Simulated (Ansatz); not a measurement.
# GeNH2+ (quintet): the correlation ladder, cc-pVDZ

One table from this session's results is given with a row withheld; the runs are named, their logs left out.

The runs use Ansatz 0.2.0, Gaussian basis; cc-pVDZ, core rule «outside noble gas», up to 15 orbitals frozen.

The runs, in order: UHF; CCSD(T) on ROHF; CCSD(T) on UHF; BCCD(T) on ROHF; CISD; CCSDT(Q) on ROHF; CCSDT(Q) on UHF; CASSCF and MRCISD+Q, 10 electrons in 10 orbitals; CASSCF and NEVPT2, 10 electrons in 10 orbitals.

21 further runs of the same task are left out: 1 for a known fault of the program, 7 that didn't finish, 13 set aside as unsound or not needed.

## The system

The geometry is a PBE0/def2-TZVP stationary point (not a proven minimum) of the parent state, kept for this charge and spin. No spin-orbit coupling is included. The filled d shell of Ge may be among the frozen orbitals whatever the setting's name suggests; the logs give the count.

4 atoms, charge 1, spin multiplicity 5.

Atoms are counted from 1 here; the program's logs count them from 0.

Bond lengths: Ge1–N2 1.945 Å, Ge1–H3 1.555 Å, Ge1–H4 1.555 Å. Angles: N2–Ge1–H3 106.3°, N2–Ge1–H4 106.3°, H3–Ge1–H4 108.1°.

The first run:

Input file in.yaml:

```yaml
crystal:
  periodic: [false, false, false]
  atoms:
    - {symbol: Ge, position_ang: [-0.034571, 0.000000, 0.295847]}
    - {symbol: N, position_ang: [0.072436, 0.000001, -1.645848]}
    - {symbol: H, position_ang: [0.742421, -1.258240, 0.775123]}
    - {symbol: H, position_ang: [0.742420, 1.258240, 0.775124]}
basis:
  gaussian: {orbitals: cc-pVDZ}
total_charge: 1
magnetization: {spin_polarized: true, initial_magnetization: 4}
hamiltonian: {xc: hf}
output: {orbitals: {seedname: orbitals}}
```

Command:

```sh
$ ansatz run in.yaml --threads 1 --pin off --events-out ev --progress --plain --max-ram 2393MiB
```

Steps of the session up to this table: UHF; CCSD(T) on ROHF; CCSD(T) on UHF; BCCD(T) on ROHF; CISD; CCSDT(Q) on ROHF; CCSDT(Q) on UHF; CASSCF and MRCISD+Q, 10 electrons in 10 orbitals; CASSCF and NEVPT2, 10 electrons in 10 orbitals.

One of the session's tables, all rows but one given; the rest of the session is left out.

```
          method  from UCCSDT(Q) (meV)
            ROHF               +4991.5
             UHF               +4845.6
            RMP2               +1152.7
            UMP2               +1117.3
           RCCSD                +134.7
           UCCSD                     ?
        RCCSD(T)                 +38.6
        UCCSD(T)                 +31.0
         BCCD(T)                 +38.5
          RCCSDT                 +11.1
          UCCSDT                  +3.5
       RCCSDT(Q)                  +7.9
       UCCSDT(Q)                     0
  CASSCF valence               +3627.0
  NEVPT2 valence                +868.4
  MRCISD valence                +229.8
MRCISD+Q valence                 +48.3
```

Q: Estimate the row for UCCSD from the others.

**Answer.** from UCCSDT(Q) (meV): +125.3. In the column «from UCCSDT(Q) (meV)» it lies between MRCISD+Q valence (+48.3) and RCCSD (+134.7).

Not comparable, so not listed: CISD (they don't share determinant, frozen orbitals or solution with the rows shown, or repeat one).

To keep in mind: Restricted and unrestricted rows rest on different reference determinants; where their highest levels disagree by more than a few hundredths of an eV, they describe different states and don't form one ladder.
